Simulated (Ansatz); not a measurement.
## HfIr3, space group Pm-3m: a convergence test of the plane-wave cutoff, step by step

With Ansatz's Python interface.

Interactive session:
```pycon
>>> import csv
>>> import ansatz as az
>>> structure = (
...     az.Lattice.cubic(3.926)
...     .space_group(221)
...     .atom("Hf", (0.0, 0.0, 0.0))
...     .atom("Ir", (0.0, 0.5, 0.5))
... )
>>> job = (
...     structure.calculation()
...     .functional("PBEsol")
...     .kpoints(mesh=(7, 7, 7))
...     .occupations("cold", width=0.15)
...     .stress()
... )
>>> rows = []
>>> for value in [250, 300, 350, 400]:
...     r = job.basis(value).run().report
...     rows.append((value, r["free_energy_ev"] / len(r["lattice"]["sites"]), r["n_iterations"], sum(r["stress_gpa"][i][i] for i in range(3)) / 3, r["n_pw"]))
...
DeckWarning: basis.ecutwfc = 250 eV is below the records' recommended 420 eV, and the density's cutoff is lower with it unless basis.ecutrho_ratio is high enough to keep the records' density cutoff: compare with a run at a higher cutoff
DeckWarning: basis.ecutwfc = 300 eV is below the records' recommended 420 eV, and the density's cutoff is lower with it unless basis.ecutrho_ratio is high enough to keep the records' density cutoff: compare with a run at a higher cutoff
DeckWarning: basis.ecutwfc = 350 eV is below the records' recommended 420 eV, and the density's cutoff is lower with it unless basis.ecutrho_ratio is high enough to keep the records' density cutoff: compare with a run at a higher cutoff
DeckWarning: basis.ecutwfc = 400 eV is below the records' recommended 420 eV, and the density's cutoff is lower with it unless basis.ecutrho_ratio is high enough to keep the records' density cutoff: compare with a run at a higher cutoff
>>> with open("ecut.csv", "w", newline="") as handle:
...     writer = csv.writer(handle)
...     writer.writerow(["cutoff (eV)", "F/atom (eV)", "iterations", "P (GPa)", "plane waves"])
...     writer.writerows([round(v, 5) if isinstance(v, float) else v for v in row] for row in rows)
...
56
>>> # differences from the last row
>>> for row in rows[:-1]:
...     shift = 1000 * (row[1] - rows[-1][1])
...     print(f"{row[0]}: {shift:+.2f} meV/atom" + ("  (within 5 meV)" if abs(shift) < 5 else ""))
...
250: +1436.92 meV/atom
300: +160.07 meV/atom
350: +7.92 meV/atom
```

`ecut.csv`, as written:
```csv
cutoff (eV),F/atom (eV),iterations,P (GPa),plane waves
250,-12748.11943,8,3.89564,515
300,-12749.39629,7,-0.16701,739
350,-12749.54843,7,-0.45632,895
400,-12749.55636,7,-0.48551,1045
```

Reading the output:
- The mesh is modest for a metal, so energies can be off by several to tens of meV an atom and pressures by half a GPa or more; differences at equal mesh fare better.
- Pressure is positive in compression.
- Spin-orbit coupling, which matters for elements this heavy, is left out.
- The starting cell is as deposited in a crystallographic database; the results hold for this polymorph, which needn't be the stable one.
- Warnings are shown shortened and without file and line.
- Shifts are counted from the last row, which is itself no proven limit.
- Run time: 7.8 s on 1 thread of Arm Neoverse V2 (shared host), peak memory 0.42 GiB.

(Lines on the test bed's own set-up are left out of the output.)
